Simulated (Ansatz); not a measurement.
# CH₄In radical: one species, many methods

Aim: compute CH₄In radical with functionals from several rungs and with coupled cluster. The yardstick is the atomisation energy at the CCSD(T) limit.

Computed with Ansatz 0.2.0, Gaussian basis. Level: functionals in def2-TZVPP, the program's frozen cores in correlated methods.

Plan: LDA (SPW92), PBE-D4, revPBE-D4, BLYP-D4, r2SCAN-D4, B97M-V, PBE0-D4, B3LYP-D4, r2SCANh-D4, r2SCAN0-D4, HSE06-D4, BHLYP-D4, CAM-B3LYP-D4, LC-ωPBE, ωB97X-V, ωB97M-V, B2PLYP, PBE-QIDH; CCSD(T)/def2-SVP; CCSD(T)/def2-TZVPP; MP2/def2-QZVPP; extrapolation to the limit; RPA on PBE.

## Step 1: The relaxed structure

The geometry comes from an earlier relaxation with PBE0-D4 in a triple-zeta def2 set; it is a stationary point. In takes the def2 core potential; no spin-orbit term is included.

SMILES `[CH3][InH]`, 6 atoms, charge 0, spin multiplicity 2.

Atoms are counted from 1 here; the program's logs count them from 0.

Bond lengths: C1–In2 2.189 Å, C1–H3 1.091 Å, C1–H4 1.091 Å, C1–H5 1.091 Å, In2–H6 1.769 Å. Angles: In2–C1–H3 109.9°, In2–C1–H4 109.5°, In2–C1–H5 109.5°, H3–C1–H4 109.7°, H3–C1–H5 109.7°, H4–C1–H5 108.4°, C1–In2–H6 120.5°.

Geometry (Å):

| atom | x (Å) | y (Å) | z (Å) |
| --- | --- | --- | --- |
| C1 | -0.19384 | -0.43194 | -0.58171 |
| In2 | 1.07867 | 0.64387 | 0.83840 |
| H3 | -1.24384 | -0.29055 | -0.31980 |
| H4 | 0.05201 | -1.49485 | -0.55871 |
| H5 | -0.01176 | -0.05734 | -1.59030 |
| H6 | 0.36096 | 1.56690 | 2.16601 |

## Step 2: LDA

This LDA is Slater exchange with PW92 correlation.

File in.yaml:

```yaml
crystal:
  periodic: [false, false, false]
  atoms:
    - {symbol: C, position_ang: [-0.193837, -0.431944, -0.581705]}
    - {symbol: In, position_ang: [1.078667, 0.643867, 0.838403]}
    - {symbol: H, position_ang: [-1.243836, -0.290546, -0.319799]}
    - {symbol: H, position_ang: [0.052008, -1.494846, -0.558714]}
    - {symbol: H, position_ang: [-0.011762, -0.057337, -1.590300]}
    - {symbol: H, position_ang: [0.360959, 1.566905, 2.166015]}
basis:
  gaussian: {orbitals: def2-TZVPP}
magnetization: {spin_polarized: true, initial_magnetization: 1}
hamiltonian: {xc: lda}
output: {orbitals: {seedname: orbitals}}
```

Further steps of the session: PBE-D4 (GGA); revPBE-D4 (GGA); BLYP-D4 (GGA); r2SCAN-D4 (meta-GGA); B97M-V (meta-GGA); PBE0-D4 (hybrid); B3LYP-D4 (hybrid); r2SCANh-D4 (hybrid); r2SCAN0-D4 (hybrid); HSE06-D4 (hybrid); BHLYP-D4 (hybrid); CAM-B3LYP-D4 (range-separated); LC-ωPBE-D4 (range-separated); ωB97X-V (range-separated); ωB97M-V (range-separated); B2PLYP (double hybrid); PBE-QIDH (double hybrid); CCSD(T) in def2-SVP; CCSD(T) in def2-TZVPP; MP2 in def2-QZVPP; RPA on PBE orbitals.

Before running them: what should the planned runs give, taken together? Wanted: atomisation energy, CCSD(T)/CBS; farthest beyond LDA; mean size of error, GGA; mean size of error, meta-GGA; mean size of error, hybrid; mean size of error, range-separated; mean size of error, double hybrid; gap, smallest and largest; T1 diagnostic.

As calculated:

```
                               quantity                                                                                                                              value
        atomisation energy, CCSD(T)/CBS                                                                                                                      1674.3 kJ/mol
 functionals within 16.7 kJ/mol (1.0 %)  PBE-D4, r2SCAN-D4, B97M-V, PBE0-D4, B3LYP-D4, r2SCANh-D4, r2SCAN0-D4, HSE06-D4, CAM-B3LYP-D4, LC-ωPBE, ωB97X-V, ωB97M-V, PBE-QIDH
                    farthest beyond LDA                                                                                                            BHLYP-D4 (-30.5 kJ/mol)
                mean size of error, GGA                                                                                                                        16.3 kJ/mol
           mean size of error, meta-GGA                                                                                                                         9.4 kJ/mol
             mean size of error, hybrid                                                                                                                         7.1 kJ/mol
    mean size of error, range-separated                                                                                                                         5.2 kJ/mol
      mean size of error, double hybrid                                                                                                                        16.8 kJ/mol
              gap, smallest and largest                                                                                           0.76 eV (LDA (SPW92)), 7.36 eV (LC-ωPBE)
                          T1 diagnostic                                                                                                                             0.0162
triples share of the correlation energy                                                                                                                              3.1 %
```

What this shows: LDA overbinds by 212.6 kJ/mol (13 %). PBE-D4 is off by +10.0 kJ/mol. Double hybrids carry the basis error of their MP2 part in triple zeta, and no dispersion term here, so their miss is partly the set-up's. The rungs range-separated, hybrid, meta-GGA, GGA miss on average by less than the doubt on the reference (16.7 kJ/mol), so they tie. The reference freezes the cores and leaves out spin-orbit coupling and excitations past (T), and its outer-core shells are covered unevenly, so misses under about 16.7 kJ/mol can't be ranked. All levels share the lack of spin-orbit coupling, which lowers the free heavy atoms and so the true binding. Hartree-Fock recovers 75 % of the binding; the rest is correlation. CCSD(T) in def2-SVP is off by -84.2 kJ/mol, more than most functionals: a good method in a small basis is no reference. The gap grows from 0.8 to 7.4 eV across the functionals, mostly with the share of exact exchange. Correlated methods include outer-core shells of In, which these sets cover unevenly.
